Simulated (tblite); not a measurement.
# C2H11NOSi4: the cost of one run

The runs use tblite 0.8.0 and PySCF 2.14.0, with density-fitted response routines of our own; the level of theory stands in each step. All values are computed, except where a source is named. Atoms are numbered from 0 throughout.

## (1) The starting structure

19 atoms, charge 0, multiplicity 1; geometry from: force field or distance geometry start.

Bonds of the start (Å): C0–C1 1.50, C1–O2 1.29, C1–N3 1.43, N3–Si4 1.79, Si4–Si5 2.23, Si5–Si6 2.24, Si6–Si7 2.24, Si7–Si4 2.24, C0–H8 1.09, C0–H9 1.09, C0–H10 1.11, N3–H11 1.05, Si4–H12 1.48, Si5–H13 1.46, Si5–H14 1.45, Si6–H15 1.47, Si6–H16 1.48, Si7–H17 1.47, Si7–H18 1.46.

## (2) Geometry optimisation with GFN2-xTB

Job settings and geometry (Å):

```
{"job": {"kind": "relax", "xc": "GFN2-xTB", "basis": "xTB"}, "charge": 0, "multiplicity": 1}
C      3.539200    -0.113700    -0.078300
C      2.069400     0.007100     0.212800
O      1.597200    -0.684100     1.191200
N      1.196700     0.852800    -0.534800
Si    -0.548900     0.989000    -0.170800
Si    -1.296400    -0.247000     1.526400
Si    -3.170600    -0.491000     0.319700
Si    -1.856600    -0.263900    -1.482700
H      3.664500    -1.037700    -0.652000
H      3.898400     0.735500    -0.653300
H      4.138700    -0.213100     0.847100
H      1.548700     1.430400    -1.336800
H     -1.087000     2.361100    -0.111400
H     -1.457700     0.468100     2.794600
H     -0.583500    -1.502100     1.601000
H     -3.824300    -1.802700     0.477200
H     -4.086900     0.667500     0.467400
H     -1.274900    -1.574100    -1.814700
H     -2.475800     0.427100    -2.609900
```

Launch:

```sh
$ OMP_NUM_THREADS=1 python probes_run.py task.json out
```

This one command runs all jobs of the session in turn.

**Question.** How long does this first job take on 1 thread of Arm Neoverse V2, shared host, and how much memory does it need?

About 2.1 s, with a peak of 0.18 GiB.
